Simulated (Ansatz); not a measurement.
# Zr4W: the cost of one run

Program: Ansatz 0.2.0. Level of theory: DFT PBE, scalar-relativistic, plane waves, PAW. These are calculated values, not measurements.

1 further run of the same task is left out (it didn't finish).

## 1. The system as given

Symmetry: P4/mmm, No. 123, tetragonal system. The conventional cell has a = 3.848 Å, b = 3.848 Å, c = 7.664 Å, α = 90.00°, β = 90.00°, γ = 90.00°. Around Zr (site symmetry 4mm) lie 5 Zr at 2.68 to 3.15 Å and 4 W at 3.03 Å. Zr (site symmetry mmm) has 4 Zr at 2.72 Å as nearest neighbours. Around W (site symmetry 4/mmm) lie 8 Zr at 3.03 Å.

As a file:

```
Zr W
1.0
     3.84751    0.00000    0.00000
     0.00000    3.84751    0.00000
     0.00000    0.00000    7.66391
Zr W
4 1
Direct
  0.50000 0.50000 0.32509
  0.00000 0.50000 0.00000
  0.50000 0.50000 0.67491
  0.50000 0.00000 0.00000
  0.00000 0.00000 0.50000
```

The cell was relaxed beforehand at this level, from a generated guess; it needn't be the stable form of this composition. At a tolerance of 0.05 Å it has space group P4/mmm (No. 123); it has 22.69 Å³/atom, an uncorrected energy of +0.79 eV/atom over the elements.

## 2. Electronic structure at the relaxed geometry

Input file input.yaml:

```yaml
crystal:
  lattice:
    - [3.8475053113, 0.0, 0.0]
    - [0.0, 3.8475053113, 0.0]
    - [0.0, 0.0, 7.663914362]
  atoms:
    - { symbol: Zr, position: [0.5, 0.5, 0.3250907456] }
    - { symbol: Zr, position: [0.0, 0.5, 0.0] }
    - { symbol: Zr, position: [0.5, 0.5, 0.6749092544] }
    - { symbol: Zr, position: [0.5, 0.0, 0.0] }
    - { symbol: W, position: [0.0, 0.0, 0.5] }
basis:
  ecutwfc: 420
kpoints:
  mp_grid: { grid: [10, 10, 6] }
  band_path:
    path:
      - [[0.0, 0.0, 0.0], [0.0, 0.5, 0.0], [0.5, 0.5, 0.0], [0.0, 0.0, 0.0], [0.0, 0.0, 0.5], [0.0, 0.5, 0.5], [0.5, 0.5, 0.5], [0.0, 0.0, 0.5]]
      - [[0.0, 0.5, 0.0], [0.0, 0.5, 0.5]]
      - [[0.5, 0.5, 0.0], [0.5, 0.5, 0.5]]
    npoints: 14
hamiltonian:
  xc: pbe
scf:
  occupations: { method: gaussian, width: 0.1 }
  n_extra_bands: 12
output:
  forces: true
  stress: true
  eigenvalues: true
  populations: true
  dos: { projected: true, de: 0.02, nscf_kmesh: { grid: [12, 12, 8] } }
  bader: true
  write_density: true
  write_potential: true
  elf: true
  volumetric_format: npy
```

Started as:

```
ansatz run input.yaml --threads 1 --pin off --max-ram 2560MiB --backend cpu --events-out ev --progress --plain --runs-dir out
```

What time and memory should one allow on 1 thread of Arm Neoverse V2, shared host?

About 81 s, with a peak of 0.68 GiB.
